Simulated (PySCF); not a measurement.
# C3H10S2Si: electronic excitations

Wanted: the electronic excitations of C3H10S2Si (`CC[Si@@H](S)SC`), by calculation.

The runs use PySCF 2.14.0, with density-fitted response routines of our own; the level of theory stands in each step. All values are computed, except where a source is named. Atoms are numbered from 0 throughout.

## Step 1: The molecule as given

16 atoms, charge 0, multiplicity 1; geometry from: GFN2-xTB.

Bonds of the start (Å): C0–C1 1.53, C1–Si2 1.90, Si2–S3 2.15, Si2–S4 2.15, S4–C5 1.82, C0–H6 1.09, C0–H7 1.09, C0–H8 1.09, C1–H9 1.09, C1–H10 1.09, Si2–H11 1.46, S3–H12 1.32, C5–H13 1.08, C5–H14 1.08, C5–H15 1.08.

## Step 2: TDDFT and polarisability: wB97X-D/def2-SVPD

Job settings and geometry (Å):

```
{"job": {"kind": "uv", "xc": "wB97X-D", "basis": "def2-SVPD", "nstates": 8, "ntriplets": 3}, "charge": 0, "multiplicity": 1}
C     -2.347418    -0.653985    -0.101979
C     -0.959394    -0.542479     0.520372
Si     0.116505     0.738945    -0.378510
S     -0.931201     2.613305    -0.416247
S      1.981059     1.115410     0.626311
C      2.698381    -0.551824     0.586362
H     -2.280928    -0.998158    -1.131399
H     -2.841893     0.314493    -0.100468
H     -2.963765    -1.356031     0.455735
H     -0.477998    -1.522297     0.499516
H     -1.061994    -0.264184     1.572795
H      0.422595     0.340533    -1.751458
H      0.093412     3.371390    -0.065019
H      2.086907    -1.227469     1.174891
H      2.769106    -0.893606    -0.440895
H      3.689027    -0.475098     1.021569
```

With the program's defaults for keys left out, this is: TDDFT wB97X-D/def2-SVPD, vertical, gas phase, core orbitals frozen in the response.

Command:

```sh
OMP_NUM_THREADS=1 python probes_run.py task.json out
```

The driver reads the jobs from task.json and runs them one after another.

Predict these results of the whole session: lowest singlet (wB97X-D/def2-SVPD); brightest single state of those computed; lowest triplet; surface potential, 1st and 99th percentile.

**Answer**, as computed:

```
                                quantity                        value
      lowest singlet (wB97X-D/def2-SVPD)  5.58 eV (222 nm), f = 0.003
brightest single state of those computed  state 5, 6.69 eV, f = 0.031
                          lowest triplet                      5.28 eV
   surface potential, 1st and 99th percentile           -0.94 V and 1.11 V
```

**Reading.** The lowest singlet, at 5.58 eV, is HOMO→LUMO 0.79 and is weak; of the 8 states computed, the strongest absorption comes from state 5 at 6.69 eV. The lowest triplet lies 0.30 eV below the lowest singlet (triplets in Tamm-Dancoff, singlets in full TDDFT).
